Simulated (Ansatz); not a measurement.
# TiH: the cost of one run

All numbers are computed with Ansatz 0.2.0 through its Python package. Level of theory: DFT PBEsol, plane waves, PAW.

**1. Starting point**

Symmetry: P4_2/mmc, No. 131, tetragonal system. Conventional cell: a = 2.947 Å, b = 2.947 Å, c = 4.568 Å, α = 90.00°, β = 90.00°, γ = 90.00°. Ti (site symmetry mmm) has 4 H at 1.86 Å as nearest neighbours. Around H (site symmetry -4m2) lie 4 Ti at 1.86 Å.

The script holds or builds the structure itself.

**2. The script**

tih_kconv.py reads:

```python
"""k-point test for TiH."""

import warnings

import ansatz as az
from tabulate import tabulate

FUNCTIONAL = "PBEsol"
FILLING = "fermi_dirac"

warnings.simplefilter("ignore", az.DeckWarning)

cell = (
    az.Lattice.of((2.94749, 0.0, 0.0), (0.0, 2.94749, 0.0), (0.0, 0.0, 4.56814))
    .atom("Ti", (0.5, 0.0, 0.5))
    .atom("Ti", (0.0, 0.5, 0.0))
    .atom("H", (0.0, 0.0, 0.25))
    .atom("H", (0.0, 0.0, 0.75))
)

model = (
    cell.calculation()
    .functional(FUNCTIONAL)
    .occupations(FILLING)
)

rows = []
for value in [(3, 3, 2), (4, 4, 2), (5, 5, 3), (6, 6, 4), (8, 8, 5), (9, 9, 6)]:
    rep = model.kpoints(*value).run(threads=1, backend="cpu").report
    rows.append((value, rep["free_energy_ev"] / len(rep["lattice"]["sites"]), rep["n_iterations"], rep["n_kpoints"]))

print(tabulate(rows, headers=["mesh", "F/atom (eV)", "iterations", "k-points"], floatfmt=".4f", tablefmt="github"))

# differences from the last row
for row in rows[:-1]:
    shift = 1000 * (row[1] - rows[-1][1])
    print(f"{row[0]}: {shift:+.2f} meV/atom" + ("  (within 5 meV)" if abs(shift) < 5 else ""))
```

**3. The calls as engine input**

The package turns the script's settings into the engine's input (first run):

```yaml
crystal:
  lattice:
    - [2.94749, 0.0, 0.0]
    - [0.0, 2.94749, 0.0]
    - [0.0, 0.0, 4.56814]
  atoms:
    - { symbol: Ti, position: [0.5, 0.0, 0.5] }
    - { symbol: Ti, position: [0.0, 0.5, 0.0] }
    - { symbol: H, position: [0.0, 0.0, 0.25] }
    - { symbol: H, position: [0.0, 0.0, 0.75] }
kpoints:
  mp_grid:
    grid: [3, 3, 2]
hamiltonian:
  xc: pbesol
scf:
  occupations:
    method: fermi_dirac
```

**4. Launch**

Started as:

```sh
python tih_kconv.py
```

**Question.** How long does this script take on 1 thread of Arm Neoverse V1, shared host, and how much memory does it need?

About 6.9 s, with a peak of 0.37 GiB.
